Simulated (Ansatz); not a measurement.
Set up this calculation in Ansatz 0.2.0, as the native input.

```
Task                : projected density of states
Functional          : PBE
Potentials or basis : all-electron LAPW, scalar-relativistic
Cutoff              : 321 eV (chosen from the basis error)
Basis error allowed : 0.002 eV/atom
k mesh              : 11 × 11 × 1
Occupations         : fermi-dirac, width 0.05 eV
Spin                : no spin polarisation
```

Sheet: Rh, a sheet with vacuum.

```xyz
1
Lattice="2.4265 0.1231 0.0000 -0.2893 2.4124 0.0000 0.0000 0.0000 23.8000" Properties=species:S:1:pos:R:3 pbc="T T T"
Rh    1.0686    1.2677    7.0001
```

The cell was built by a generator and needn't be a form met in nature.

The input as run:

input.yaml

```yaml
crystal:
  lattice:
    - [2.42653, 0.1231, 0.0]
    - [-0.28935, 2.41236, 0.0]
    - [0.0, 0.0, 23.8]
  atoms:
    - { symbol: Rh, position: [0.5, 0.5, 0.29412] }
kpoints:
  mp_grid: { grid: [11, 11, 1] }
  band_path:
    path:
      - [0.0, 0.0, 0.0]
      - [0.4678873458, 0.4678873458, 0.0]
      - [0.0, 0.5, 0.0]
      - [0.0, 0.5, 0.5]
      - [0.4678873458, 0.4678873458, 0.5]
      - [0.0, 0.0, 0.5]
      - [0.0, 0.0, 0.0]
      - [-0.5, 0.5, 0.0]
    npoints: 6
scf:
  occupations: { method: fermi_dirac, width: 0.05 }
hamiltonian:
  xc: pbe
  pseudopotentials: { kind: all_electron, lapw: { basis_error: 0.002 } }
output:
  forces: true
  stress: true
  eigenvalues: true
  fatbands: true
  dos: { projected: true, de: 0.1, e_range: [-10, 6] }
  populations: true
```

Potentials or basis: all-electron LAPW, scalar-relativistic.

Launch:

```console
$ ansatz run input.yaml --threads 2 --pin off --max-ram 8192MiB --backend cpu --events-out ev --progress --plain --runs-dir out
```

It gave:

```json
{
  "Band gap along the path": "none (metal or under the smearing width)",
  "Work function": "5.55 eV"
}
```

It took 46 s on 2 threads of AMD EPYC 7571, on a shared host, peak memory 0.62 GiB.
